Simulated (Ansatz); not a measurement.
**CH8BNSi: up Jacob's ladder to CCSD(T)**

The task here is to estimate one member of a computed series from the others.

Program: Ansatz 0.2.0, Gaussian basis. Level of theory: functionals in def2-TZVPP, the program's frozen cores in correlated methods. These are calculated values, not measurements.

The runs, in order: LDA (SPW92), PBE-D4, revPBE-D4, BLYP-D4, r2SCAN-D4, B97M-V, PBE0-D4, B3LYP-D4, r2SCANh-D4, r2SCAN0-D4, HSE06-D4, BHLYP-D4, CAM-B3LYP-D4, LC-ωPBE, ωB97X-V, ωB97M-V, B2PLYP, PBE-QIDH; CCSD(T)/def2-SVP; CCSD(T)/def2-TZVPP; MP2/def2-QZVPP; extrapolation to the limit; RPA on PBE.

## The geometry

An earlier PBE0-D4 in a triple-zeta def2 set relaxation fixed the geometry.

12 atoms, charge 0, spin multiplicity 1.

Atoms are counted from 1 here; the program's logs count them from 0.

Bond lengths: C1–B2 1.555 Å, C1–H5 1.091 Å, C1–H6 1.102 Å, C1–H7 1.095 Å, B2–Si3 2.013 Å, B2–H8 1.204 Å, Si3–N4 1.726 Å, Si3–H9 1.505 Å, Si3–H10 1.493 Å, N4–H11 1.007 Å, N4–H12 1.007 Å. Angles: B2–C1–H5 116.6°, B2–C1–H6 106.0°, B2–C1–H7 111.8°, H5–C1–H6 107.7°, H5–C1–H7 109.5°, H6–C1–H7 104.4°, C1–B2–Si3 122.7°, C1–B2–H8 117.3°, Si3–B2–H8 119.9°, B2–Si3–N4 111.4°, B2–Si3–H9 106.3°, B2–Si3–H10 111.6°, N4–Si3–H9 115.0°, N4–Si3–H10 107.8°, H9–Si3–H10 104.6°, Si3–N4–H11 120.8°, Si3–N4–H12 118.8°, H11–N4–H12 110.8°.

Set-up of the first run:

File in.yaml:

```yaml
crystal:
  periodic: [false, false, false]
  atoms:
    - {symbol: C, position_ang: [-1.030719, 1.833299, -0.248423]}
    - {symbol: B, position_ang: [-0.822905, 0.329694, 0.087721]}
    - {symbol: Si, position_ang: [0.969409, -0.576848, -0.043874]}
    - {symbol: N, position_ang: [0.822195, -2.289182, 0.116762]}
    - {symbol: H, position_ang: [-0.201306, 2.342714, -0.741329]}
    - {symbol: H, position_ang: [-1.208690, 2.337977, 0.714617]}
    - {symbol: H, position_ang: [-1.951918, 2.000268, -0.817214]}
    - {symbol: H, position_ang: [-1.773972, -0.278474, 0.504906]}
    - {symbol: H, position_ang: [1.854005, 0.083327, 0.979599]}
    - {symbol: H, position_ang: [1.631695, -0.295478, -1.352098]}
    - {symbol: H, position_ang: [1.632988, -2.883959, 0.057466]}
    - {symbol: H, position_ang: [0.156018, -2.658538, 0.775769]}
basis:
  gaussian: {orbitals: def2-TZVPP}
hamiltonian: {xc: lda}
output: {orbitals: {seedname: orbitals}}
```

Run with:

```console
> ansatz run in.yaml --threads 2 --pin off --events-out ev --progress --plain --max-ram 4352MiB
```

Among the steps run: LDA; PBE-D4 (GGA); revPBE-D4 (GGA); BLYP-D4 (GGA); r2SCAN-D4 (meta-GGA); B97M-V (meta-GGA); PBE0-D4 (hybrid); B3LYP-D4 (hybrid); r2SCANh-D4 (hybrid); r2SCAN0-D4 (hybrid); HSE06-D4 (hybrid); BHLYP-D4 (hybrid); CAM-B3LYP-D4 (range-separated); LC-ωPBE (range-separated); ωB97X-V (range-separated); ωB97M-V (range-separated); B2PLYP (double hybrid); PBE-QIDH (double hybrid).

One of the session's tables, all rows but one given; the rest of the session is left out.

| functional | HOMO (eV) | LUMO (eV) | gap (eV) |
| --- | --- | --- | --- |
| LDA (SPW92) | -5.82 | -2.90 | 2.92 |
| PBE-D4 | -5.72 | -2.66 | 3.05 |
| revPBE-D4 | -5.67 | -2.56 | 3.12 |
| BLYP-D4 | -5.62 | -2.49 | 3.13 |
| r2SCAN-D4 | -6.01 | -2.34 | 3.68 |
| B97M-V | -6.13 | -2.45 | 3.68 |
| PBE0-D4 | -7.09 | -1.68 | 5.41 |
| B3LYP-D4 | -6.88 | -1.88 | 5.00 |
| r2SCANh-D4 | -6.53 | -2.00 | 4.53 |
| r2SCAN0-D4 | ? | ? | ? |
| HSE06-D4 | -6.69 | -2.07 | 4.62 |
| BHLYP-D4 | -8.39 | -0.61 | 7.78 |
| CAM-B3LYP-D4 | -8.51 | -0.54 | 7.97 |
| LC-ωPBE | -9.87 | 0.63 | 10.51 |
| ωB97X-V | -9.53 | 0.52 | 10.05 |
| ωB97M-V | -9.40 | 0.27 | 9.67 |

Estimate the missing values for r2SCAN0-D4.

Worked estimate for «HOMO (eV)». Against the share of exact exchange, r2SCAN-D4 (0, -6.01), r2SCANh-D4 (0.1, -6.53) give a slope of -5.20 per unit share; at 0.25 the line stands at -7.31.

As computed: HOMO (eV): -7.30; LUMO (eV): -1.50; gap (eV): 5.79. In «HOMO (eV)» the line misses by -0.01.
